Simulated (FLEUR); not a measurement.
# Pb: equation of state with LDA (von Barth-Hedin)

The system is Pb.

```
CELL_PARAMETERS angstrom
0.00000 2.47502 2.47502
2.47502 0.00000 2.47502
2.47502 2.47502 0.00000
ATOMIC_POSITIONS crystal
Pb 0.00000 0.00000 0.00000
```

* Program: FLEUR MaX-R8.1 (later development tree)
* Task: equation of state
* Functional: LDA (von Barth-Hedin)
* Potentials or basis: all-electron
* Basis: FLAPW
* Kmax: 3.8 1/bohr
* k mesh: 9 × 9 × 9
* Occupations: fermi-dirac, width 0.05 eV
* Spin: no spin polarisation
* Gmax: 11.8 1/bohr
* Muffin-tin radii: Pb 2.66 bohr
* lmax: Pb 11
* Local orbitals a species: Pb 5

The equilibrium volume is 28.70 Å³/atom. The bulk modulus is 56 GPa. The pressure derivative of the bulk modulus is 4.9 (rough: it moves with the points fitted).

Energy against volume, from the lowest point:
| volume (Å³/atom) | energy (meV/atom) |
| --- | --- |
| 28.503 | 0.00 |
| 29.110 | 0.67 |
| 30.323 | 14.10 |
| 31.535 | 40.05 |
| 32.142 | 57.09 |

The cell as given is a measured one (30.32 Å³/atom); LDA (von Barth-Hedin) puts the equilibrium volume -5.4 % from it, thermal expansion not counted.

Spin-orbit coupling is left out, which matters for the levels of Pb.
